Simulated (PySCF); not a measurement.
# H5Pt2 (Pt2(H)3(H)21-): the cost of one run

Program: PySCF 2.14.0. Level of theory: r2SCAN, Pt def2-SVP with ECP60, H def2-SVP; scalar-relativistic core potentials, no spin–orbit coupling. These are calculated values, not measurements.

3 further runs of the same task are left out: 2 for a known fault of the program, 1 set aside as unsound or not needed. Runs told in other sessions of the task aren't counted.

### 1 The starting structure

7 atoms, charge -1, spin multiplicity 1.

Bond lengths: Pt1–Pt2 2.339 Å, Pt1–H3 1.720 Å, Pt1–H4 1.720 Å, Pt1–H5 1.720 Å, Pt1–H6 1.720 Å, Pt2–H3 1.720 Å, Pt2–H4 1.720 Å, Pt2–H5 1.720 Å, Pt2–H7 1.720 Å. Angles: Pt2–Pt1–H3 47.2°, Pt2–Pt1–H4 47.2°, Pt2–Pt1–H5 47.2°, Pt2–Pt1–H6 180.0°, H3–Pt1–H4 78.8°, H3–Pt1–H5 78.8°, H3–Pt1–H6 132.8°, H4–Pt1–H5 78.8°, H4–Pt1–H6 132.8°, H5–Pt1–H6 132.8°, Pt1–Pt2–H3 47.2°, Pt1–Pt2–H4 47.2°, Pt1–Pt2–H5 47.2°, Pt1–Pt2–H7 180.0°, H3–Pt2–H4 78.8°, H3–Pt2–H5 78.8°, H3–Pt2–H7 132.8°, H4–Pt2–H5 78.8° and more.

Geometry (Å):

```xyz
7
charge -1, multiplicity 1
Pt    0.0000    0.0000    1.1696
Pt    0.0000    0.0000   -1.1696
H     1.2611    0.0000    0.0000
H    -0.6306    1.0922    0.0000
H    -0.6306   -1.0922    0.0000
H     0.0000    0.0000    2.8896
H     0.0000    0.0000   -2.8896
```

Formal oxidation states: Pt +2.

### 2 SCF at the start, singlet

The input, run.py (the lines that set the calculation):

```python
mol = gto.M(atom='''
Pt     0.00000     0.00000     1.16960
Pt     0.00000     0.00000    -1.16960
H      1.26110     0.00000     0.00000
H     -0.63060     1.09220     0.00000
H     -0.63060    -1.09220     0.00000
H      0.00000     0.00000     2.88960
H      0.00000     0.00000    -2.88960''',
    basis={'Pt': 'def2-SVP', 'H': 'def2-SVP'},
    ecp={'Pt': 'def2-SVP'},
    charge=-1, spin=0)
mf = dft.RKS(mol, xc='R2SCAN')
mf.grids.atom_grid = (50, 194)
mf = mf.density_fit()  # fitting sets: Pt def2-universal-JKFIT, H def2-universal-JKFIT
mf.conv_tol = 1e-08; mf.max_cycle = 55
mf.kernel(dm0)  # dm0: free metal ions and neutral atoms
```

Started as:

```sh
$ OMP_NUM_THREADS=2 python run.py
```

What time and memory should one allow on 2 threads of Arm Neoverse V1, shared host?

About 24 s, with a peak of 0.75 GiB.
